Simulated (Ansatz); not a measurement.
# InSe2: how settings move the results

The task here is to estimate one member of a computed series from the others.

Method: DFT PBE, scalar-relativistic, plane waves, PAW, in Ansatz 0.2.0.

2 further runs of the same task are left out: 1 for a known fault of the program, 1 set aside as unsound or not needed.

## The system as given

It takes space group P4/nmm (No. 129, tetragonal). The conventional cell has a = 3.895 Å, b = 3.895 Å, c = 9.626 Å, α = 90.00°, β = 90.00°, γ = 90.00°. In (site symmetry 4mm) has 4 Se at 2.84 Å as nearest neighbours. Se (site symmetry 4mm) has 4 In at 2.84 Å as nearest neighbours. Se (site symmetry -4m2) has 4 Se at 2.75 Å as nearest neighbours.

As a file:

```cif
data_structure
_symmetry_space_group_name_H-M 'P 1'
_symmetry_Int_Tables_number 1
_cell_length_a 3.8949
_cell_length_b 3.8949
_cell_length_c 9.6262
_cell_angle_alpha 90.000
_cell_angle_beta 90.000
_cell_angle_gamma 90.000
_cell_volume 146.03
loop_
_atom_site_label
_atom_site_type_symbol
_atom_site_fract_x
_atom_site_fract_y
_atom_site_fract_z
_atom_site_occupancy
In1 In 0.00000 0.50000 0.70647 1
In2 In 0.50000 0.00000 0.29353 1
Se1 Se 0.00000 0.50000 0.36621 1
Se2 Se 0.50000 0.00000 0.63379 1
Se3 Se 0.00000 0.00000 0.00000 1
Se4 Se 0.50000 0.50000 0.00000 1
```

The structure comes from the Materials Project (structure only); it is used as listed.

## The base input

The input, input.yaml:

```yaml
crystal:
  lattice:
    - [3.894893, 0.0, 0.0]
    - [0.0, 3.894893, 0.0]
    - [0.0, 0.0, 9.626231]
  atoms:
    - { symbol: In, position: [0.0, 0.5, 0.706468] }
    - { symbol: In, position: [0.5, 0.0, 0.293532] }
    - { symbol: Se, position: [0.0, 0.5, 0.366212] }
    - { symbol: Se, position: [0.5, 0.0, 0.633788] }
    - { symbol: Se, position: [0.0, 0.0, 0.0] }
    - { symbol: Se, position: [0.5, 0.5, 0.0] }
basis:
  ecutwfc: 420
kpoints:
  mp_grid: { grid: [10, 10, 4] }
hamiltonian:
  xc: pbe
scf:
  occupations: { method: gaussian, width: 0.1 }
output:
  forces: true
  stress: true
  eigenvalues: true
  populations: true
```

It was run beforehand and gave: -5512.1914 eV/atom at zero smearing, pressure -0.10 GPa, largest force 0.055 eV/Å, no gap on the mesh, in 9 SCF cycles and 37 s.

Set-up of the first run:

The input, input.yaml:

```yaml
crystal:
  lattice:
    - [3.894893, 0.0, 0.0]
    - [0.0, 3.894893, 0.0]
    - [0.0, 0.0, 9.626231]
  atoms:
    - { symbol: In, position: [0.0, 0.5, 0.706468] }
    - { symbol: In, position: [0.5, 0.0, 0.293532] }
    - { symbol: Se, position: [0.0, 0.5, 0.366212] }
    - { symbol: Se, position: [0.5, 0.0, 0.633788] }
    - { symbol: Se, position: [0.0, 0.0, 0.0] }
    - { symbol: Se, position: [0.5, 0.5, 0.0] }
basis:
  ecutwfc: 420
kpoints:
  mp_grid: { grid: [1, 1, 1] }
hamiltonian:
  xc: pbe
scf:
  occupations: { method: gaussian, width: 0.1 }
output:
  forces: true
  stress: true
  eigenvalues: true
```

Started as:

```sh
> ansatz run input.yaml --threads 1 --pin off --max-ram 2560MiB --backend cpu --events-out ev --progress --plain --runs-dir out
```

Among the steps run: K-point mesh set to 1×1×1; K-point mesh set to 2×2×1; K-point mesh: 4×4×1; K-point mesh: 4×4×2; K-point mesh: 6×6×2; K-point mesh set to 6×6×4; K-point mesh: 8×8×4; K-point mesh: 12×12×6; K-point mesh set to 14×14×6; K-point mesh: 16×16×6.

One table of the session follows, with a row left open; its other results are not shown here.

| mesh | ΔE (meV/atom) | pressure (GPa) | largest change of a force component (eV/Å) |
| --- | --- | --- | --- |
| 1×1×1 | 1133 | 15.73 | 2.736 |
| 2×2×1 | 94.6 | 2.22 | 0.295 |
| 4×4×1 | ? | ? | ? |
| 4×4×2 | 7.16 | 0.20 | 0.095 |
| 6×6×2 | 1.08 | -0.21 | 0.103 |
| 6×6×4 | 1.33 | -0.25 | 0.119 |
| 8×8×4 | -5.57 | -0.15 | 0.052 |
| 10×10×4 | 2.10 | -0.10 | 0.013 |
| 12×12×6 | -1.50 | -0.21 | 0.011 |
| 14×14×6 | 0.18 | -0.17 | 0.019 |
| 16×16×6 | 0.00 | -0.17 | 0.000 |

Estimate the missing values for 4×4×1.

The run gave: ΔE (meV/atom): -28.2; pressure (GPa): -0.31; largest change of a force component (eV/Å): 0.177. In the column «ΔE (meV/atom)» it is the lowest.

CPU times come from a shared host, so they are rough.

Limits of these values: The gaps on the coarsest meshes are artefacts of sampling: the crystal is a metal on the dense ones. The error changes sign along the series, since a k mesh isn't variational, and a metal needs dense meshes to resolve its Fermi surface. The final runs have no spin polarisation, so no magnetic state was tried and one may lie lower.
